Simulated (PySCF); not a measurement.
# BrH8NSi3: the cost of one run

Programs: PySCF 2.14.0, with routines of our own; each step states its level. All values are computed. Atoms count from 0.

## 1. The starting structure

13 atoms, charge 0, multiplicity 1; geometry from: GFN2-xTB.

## 2. Optimising the geometry at PBE0-D3(BJ)/def2-SVP

Job settings and geometry (Å):

```
{"job": {"xc": "PBE0", "basis": "def2-SVP", "d3": "d3bj", "grid": 1, "maxiter": 30, "shake": 0.01, "kind": "geom"}, "charge": 0, "multiplicity": 1}
Si    -0.999510    -1.353880    -0.558080
N     -0.103190    -0.037620     0.165890
Si    -0.745130     1.588720     0.322950
Si     1.622810    -0.280490     0.420980
Br     2.648780    -0.071510    -1.504960
H     -2.428670    -1.010460    -0.343870
H     -0.685760    -1.416000    -1.986650
H     -0.604050    -2.548040     0.126380
H     -2.176580     1.499520     0.262920
H     -0.289830     2.064430     1.654740
H     -0.178060     2.432530    -0.718710
H      1.844630    -1.643590     0.867740
H      2.100390     0.759510     1.280340
```

The run is started by

```
$ OMP_NUM_THREADS=1 python heavy_run.py task.json out
```

This one command runs all jobs of the session in turn.

Q: Estimate the wall time and peak memory of this first job on 1 thread of Intel Xeon at 2.60GHz, shared host.

About 1.8 min, with a peak of 0.59 GiB.
